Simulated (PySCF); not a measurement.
# Bi2O2F2: other functionals and bases at one geometry

One table from this session's results is given with a row withheld; the runs are named, their logs left out.

Program: PySCF 2.14.0. Level of theory: several levels, as the steps say, no spin–orbit coupling. These are calculated values, not measurements.

3 further runs of the same task are left out: 2 for a known fault of the program, 1 set aside as unsound or not needed. Runs told in other sessions of the task aren't counted.

## The system as given

6 atoms, charge 0, spin multiplicity 1.

Bond lengths: Bi1–Bi2 3.208 Å, Bi1–O3 2.124 Å, Bi1–O4 2.124 Å, Bi1–F5 2.052 Å, Bi2–O3 2.124 Å, Bi2–O4 2.124 Å, Bi2–F6 2.052 Å. Angles: Bi2–Bi1–O3 41.0°, Bi2–Bi1–O4 41.0°, Bi2–Bi1–F5 100.1°, O3–Bi1–O4 81.9°, O3–Bi1–F5 98.7°, O4–Bi1–F5 98.7°, Bi1–Bi2–O3 41.0°, Bi1–Bi2–O4 41.0°, Bi1–Bi2–F6 100.1°, O3–Bi2–O4 81.9°, O3–Bi2–F6 98.7°, O4–Bi2–F6 98.7°, Bi1–O3–Bi2 98.0°, Bi1–O4–Bi2 98.0°.

Coordinates:

```tsv
atom	x (Å)	y (Å)	z (Å)
Bi1	0.0000	-0.5386	1.6038
Bi2	0.0000	-0.5386	-1.6038
O3	1.3923	-0.5809	0.0000
O4	-1.3923	-0.5809	0.0000
F5	0.0000	1.4819	1.9631
F6	0.0000	1.4819	-1.9631
```

Formal oxidation states: Bi +3. An earlier session relaxed this geometry at TPSS, Bi def2-SVP with ECP60, O def2-SVP, F def2-SVP (singlet, point group C2v).

At TPSS on the finer grid: E = -779.106504 Eh, HOMO -6.53 eV, LUMO -2.93 eV, Mulliken charge on Bi1 +1.09 e, largest force component 0.015 eV/Å. 

Levels to run: PBE; BP86; CAM-B3LYP; r2SCAN; TPSS, TZVP; TPSS, x2c-SVP. Hardware: 2 threads of AMD EPYC 9R45 (Zen 5), shared host.

Set-up of the first run:

The input, run.py (the lines that set the calculation):

```python
mol = gto.M(atom='''
Bi     0.00000    -0.53857     1.60378
Bi     0.00000    -0.53857    -1.60378
O      1.39234    -0.58093     0.00000
O     -1.39234    -0.58093     0.00000
F      0.00000     1.48190     1.96312
F      0.00000     1.48190    -1.96312''',
    basis={'Bi': 'def2-SVP', 'O': 'def2-SVP', 'F': 'def2-SVP'},
    ecp={'Bi': 'def2-SVP'},
    charge=0, spin=0)
mf = dft.RKS(mol, xc='PBE')
mf.grids.atom_grid = (75, 302)
mf = mf.density_fit()  # fitting sets: Bi def2-universal-JKFIT, O def2-universal-JKFIT, F def2-universal-JKFIT
mf.conv_tol = 1e-08; mf.max_cycle = 55
mf.kernel(dm0)  # dm0: the density of the relaxed state
```

Started as:

```console
$ OMP_NUM_THREADS=2 python run.py
```

Among the steps run: PBE; BP86; CAM-B3LYP; r2SCAN; TPSS, TZVP; TPSS, x2c-SVP.

One of the session's tables, all rows but one given; the rest of the session is left out.

| level | HOMO (eV) | gap (eV) | charge on Bi1 (e) | dipole (D) | largest force component (eV/Å) |
| --- | --- | --- | --- | --- | --- |
| TPSS (relaxed here) | -6.53 | 3.59 | 1.09 | 5.77 | 0.01 |
| PBE | ? | ? | ? | ? | ? |
| BP86 | -6.52 | 3.40 | 1.05 | 5.66 | 0.19 |
| CAM-B3LYP | -9.34 | 7.92 | 1.19 | 6.40 | 1.04 |
| r2SCAN | -6.83 | 3.94 | 1.17 | 6.08 | 0.41 |
| TPSS, TZVP | -6.91 | 3.75 | 1.18 | 6.18 | 0.82 |
| TPSS, x2c-SVP | -6.52 | 3.60 | 1.15 | 5.76 | 0.62 |

**Question.** Estimate the row for PBE.

**Answer.** HOMO (eV): -6.39; gap (eV): 3.39; charge on Bi1 (e): 1.05; dipole (D): 5.65; largest force component (eV/Å): 0.17. In the column «HOMO (eV)» it is the highest.

In one basis the HOMO–LUMO gap runs from 3.39 eV (PBE) to 7.92 eV (CAM-B3LYP). The largest leftover force, 1.04 eV/Å with CAM-B3LYP, stands at a geometry relaxed at another level. Total energies of different levels can't be compared.
